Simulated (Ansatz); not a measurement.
# Sn: the cost of one run

Program: Ansatz 0.2.0. Level of theory: DFT LDA, scalar-relativistic. These are calculated values, not measurements.

**1. The starting structure**

It takes space group I4_1/amd (No. 141, tetragonal). The conventional cell has a = 5.832 Å, b = 5.832 Å, c = 3.181 Å, α = 90.00°, β = 90.00°, γ = 90.00°. Sn (site symmetry -4m2) has 6 Sn at 3.02 to 3.18 Å as nearest neighbours.

As a file:

```cif
data_structure
_symmetry_space_group_name_H-M 'I4_1/amd:1'
_symmetry_Int_Tables_number 141
_cell_length_a 5.8317
_cell_length_b 5.8317
_cell_length_c 3.1813
_cell_angle_alpha 90.000
_cell_angle_beta 90.000
_cell_angle_gamma 90.000
_cell_volume 108.19
loop_
_atom_site_label
_atom_site_type_symbol
_atom_site_symmetry_multiplicity
_atom_site_Wyckoff_symbol
_atom_site_fract_x
_atom_site_fract_y
_atom_site_fract_z
_atom_site_occupancy
Sn1 Sn 4 a 0.00000 0.00000 0.00000 1
```

The file gives the conventional cell by its symmetry; the runs use the cell typed in the input.

Atoms are numbered in the order of the input: Sn1, Sn2.

**2. Volume × 0.94, LAPW**

Input file input.yaml:

```yaml
crystal:
  lattice:
    - [-2.8563261551, 2.8563261551, 1.5581786438]
    - [2.8563261551, -2.8563261551, 1.5581786438]
    - [2.8563261551, 2.8563261551, -1.5581786438]
  atoms:
    - { symbol: Sn, position: [0.0, 0.0, 0.0] }
    - { symbol: Sn, position: [0.75, 0.25, 0.5] }
kpoints:
  mp_grid: { grid: [15, 15, 15] }
  band_path:
    path:
      - [0.0, 0.0, 0.0]
      - [0.0, 0.0, 0.5]
      - [-0.5, 0.5, 0.5]
      - [0.0, 0.0, 0.0]
      - [0.3243975974, 0.3243975974, -0.3243975974]
      - [-0.3243975974, 0.6756024026, 0.3243975974]
      - [-0.5, 0.5, 0.5]
      - [0.0, 0.0, 0.5]
      - [0.25, 0.25, 0.25]
    npoints: 5
scf:
  occupations: { method: fermi_dirac, width: 0.05 }
hamiltonian:
  xc: lda
  pseudopotentials: { kind: all_electron, lapw: { basis_error: 0.0005 } }
output:
  forces: true
  stress: true
  eigenvalues: true
```

Launch:

```console
$ ansatz run input.yaml --threads 1 --pin off --max-ram 3072MiB --backend cpu --events-out ev --progress --plain --runs-dir out
```

**Question.** How long does this run take on 1 thread of Arm Neoverse V2, shared host, and how much memory does it need?

About 77 s, with a peak of 0.89 GiB.
